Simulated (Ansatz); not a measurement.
The system is LiCaF3.

```xyz
5
Lattice="3.7612 0.0000 0.0000 0.0000 3.7612 0.0000 0.0000 0.0000 3.7612" Properties=species:S:1:pos:R:3 pbc="T T T"
Ca    0.0000    0.0000    0.0000
F     1.8806    0.0000    1.8806
F     1.8806    1.8806    0.0000
F     0.0000    1.8806    1.8806
Li    1.8806    1.8806    1.8806
```

The cell comes from a database or a generator and needn't be the stable form of this composition.

Base run:

| Quantity | Value |
| --- | --- |
| Program | Ansatz 0.2.0 |
| Functional | r2SCAN |
| Potentials or basis | Ansatz PAW |
| Cutoff | 500 eV |
| Density cutoff | 2000 eV |
| k mesh | 7 × 7 × 7 |
| Occupations | fermi-dirac, width 0.05 eV |
| Spin | no spin polarisation |

Its results: band gap on the k mesh 7.28 eV, indirect (least direct gap 7.35 eV); pressure -4.4 GPa.

**Question.** The run is repeated on the same cell with these changes: functional from r2SCAN to LDA; cutoff from 500 eV to 420 eV; density cutoff from 2000 eV to 1680 eV. What comes out?

**Answer.** Band gap on the k mesh 6.41 eV, indirect (least direct gap 6.48 eV); pressure -9.4 GPa.

r2SCAN gives the wider gap, since meta-GGAs in the generalised Kohn-Sham scheme recover part of the derivative discontinuity.

Caveats: odd divisions of the mesh miss points on the zone boundary, where band edges often lie, so the gap on the mesh can be too wide; the PAW data sets come from PBE, with cores solved anew for the run's functional, which leaves a small shift of forces and pressure; the density of states is complete only up to the lowest level of the last band computed.

A k mesh can miss the band edges.

Not every run made on this cell is shown here.
